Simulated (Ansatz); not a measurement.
**C₆H₁₄S₂: a ladder of functionals and wavefunction methods**

An exercise on one series of results from a longer session: the logs are not shown, and one member is left open.

The runs use Ansatz 0.2.0, Gaussian basis; functionals in def2-TZVPP, the program's frozen cores in correlated methods.

Levels to be run: LDA (SPW92), PBE-D4, revPBE-D4, BLYP-D4, r2SCAN-D4, B97M-V, PBE0-D4, B3LYP-D4, r2SCANh-D4, r2SCAN0-D4, HSE06-D4, BHLYP-D4, CAM-B3LYP-D4, LC-ωPBE, ωB97X-V, ωB97M-V, B2PLYP, PBE-QIDH; CCSD(T)/def2-SVP; CCSD(T)/def2-TZVPP; MP2/def2-QZVPP; extrapolation to the limit; RPA on PBE.

### Structure used throughout

An earlier PBE0-D4 in a triple-zeta def2 set relaxation fixed the geometry.

SMILES `CCCSSCCC`, 22 atoms, charge 0, spin multiplicity 1.

Atoms are counted from 1 here; the program's logs count them from 0.

Bond lengths: C1–C2 1.520 Å, C1–H9 1.093 Å, C1–H10 1.093 Å, C1–H11 1.092 Å, C2–C3 1.518 Å, C2–H12 1.095 Å, C2–H13 1.095 Å, C3–S4 1.816 Å, C3–H14 1.093 Å, C3–H15 1.092 Å, S4–S5 2.028 Å, S5–C6 1.814 Å, C6–C7 1.515 Å, C6–H16 1.096 Å, C6–H17 1.093 Å, C7–C8 1.520 Å, C7–H18 1.094 Å, C7–H19 1.094 Å and more. Angles: C2–C1–H9 111.2°, C2–C1–H10 111.2°, C2–C1–H11 111.1°, H9–C1–H10 107.7°, H9–C1–H11 107.8°, H10–C1–H11 107.7°, C1–C2–C3 111.8°, C1–C2–H12 109.9°, C1–C2–H13 109.9°, C3–C2–H12 109.4°, C3–C2–H13 109.3°, H12–C2–H13 106.4°, C2–C3–S4 109.3°, C2–C3–H14 110.7°, C2–C3–H15 111.1°, S4–C3–H14 109.0°, S4–C3–H15 108.3°, H14–C3–H15 108.4° and more.

The first run:

Input file in.yaml:

```yaml
crystal:
  periodic: [false, false, false]
  atoms:
    - {symbol: C, position_ang: [-1.484147, -3.638524, 0.779189]}
    - {symbol: C, position_ang: [-1.855163, -2.264645, 0.245165]}
    - {symbol: C, position_ang: [-1.065885, -1.161906, 0.928163]}
    - {symbol: S, position_ang: [-1.563555, 0.444094, 0.241831]}
    - {symbol: S, position_ang: [-0.482244, 1.770950, 1.329562]}
    - {symbol: C, position_ang: [1.087973, 1.886508, 0.429471]}
    - {symbol: C, position_ang: [0.978005, 2.521206, -0.941551]}
    - {symbol: C, position_ang: [2.318220, 2.573693, -1.656471]}
    - {symbol: H, position_ang: [-1.680300, -3.711177, 1.852137]}
    - {symbol: H, position_ang: [-0.423593, -3.851345, 0.620456]}
    - {symbol: H, position_ang: [-2.059063, -4.422356, 0.281521]}
    - {symbol: H, position_ang: [-1.676986, -2.224179, -0.834423]}
    - {symbol: H, position_ang: [-2.925465, -2.084967, 0.389043]}
    - {symbol: H, position_ang: [0.006357, -1.300167, 0.769378]}
    - {symbol: H, position_ang: [-1.256261, -1.149241, 2.003396]}
    - {symbol: H, position_ang: [1.723069, 2.485970, 1.091691]}
    - {symbol: H, position_ang: [1.534703, 0.890211, 0.372134]}
    - {symbol: H, position_ang: [0.259407, 1.948309, -1.535182]}
    - {symbol: H, position_ang: [0.562712, 3.527838, -0.835594]}
    - {symbol: H, position_ang: [3.050518, 3.155891, -1.090025]}
    - {symbol: H, position_ang: [2.731071, 1.570864, -1.797381]}
    - {symbol: H, position_ang: [2.220637, 3.033006, -2.642500]}
basis:
  gaussian: {orbitals: def2-TZVPP}
hamiltonian: {xc: lda}
output: {orbitals: {seedname: orbitals}}
```

The run is started by

```sh
ansatz run in.yaml --threads 4 --pin off --events-out ev --progress --plain --max-ram 66560MiB --backend cuda --devices 0, --max-vram 37GiB
```

Among the steps run: LDA; PBE-D4 (GGA); revPBE-D4 (GGA); BLYP-D4 (GGA); r2SCAN-D4 (meta-GGA); B97M-V (meta-GGA); PBE0-D4 (hybrid); B3LYP-D4 (hybrid); r2SCANh-D4 (hybrid); r2SCAN0-D4 (hybrid); HSE06-D4 (hybrid); BHLYP-D4 (hybrid); CAM-B3LYP-D4 (range-separated); LC-ωPBE (range-separated); ωB97X-V (range-separated); ωB97M-V (range-separated); B2PLYP (double hybrid); PBE-QIDH (double hybrid).

One of the session's tables, all rows but one given; the rest of the session is left out.

It belongs to the step «Frontier levels by functional». 

| functional | HOMO (eV) | gap (eV) |
| --- | --- | --- |
| LDA (SPW92) | ? | ? |
| PBE-D4 | -5.40 | 4.38 |
| revPBE-D4 | -5.34 | 4.43 |
| BLYP-D4 | -5.24 | 4.37 |
| r2SCAN-D4 | -5.63 | 4.84 |
| B97M-V | -5.75 | 5.03 |
| PBE0-D4 | -6.58 | 6.57 |
| B3LYP-D4 | -6.35 | 6.12 |
| r2SCANh-D4 | -6.06 | 5.64 |
| r2SCAN0-D4 | -6.73 | 6.84 |
| HSE06-D4 | -6.18 | 5.79 |
| BHLYP-D4 | -7.64 | 8.74 |
| CAM-B3LYP-D4 | -7.89 | 9.02 |
| LC-ωPBE | -9.25 | 11.58 |
| ωB97X-V | -8.91 | 11.10 |
| ωB97M-V | -8.75 | 10.76 |

Q: Estimate the row for LDA (SPW92) from the others.

**Answer.** HOMO (eV): -5.53; gap (eV): 4.27. In the column «HOMO (eV)» it lies between r2SCAN-D4 (-5.63) and PBE-D4 (-5.40).
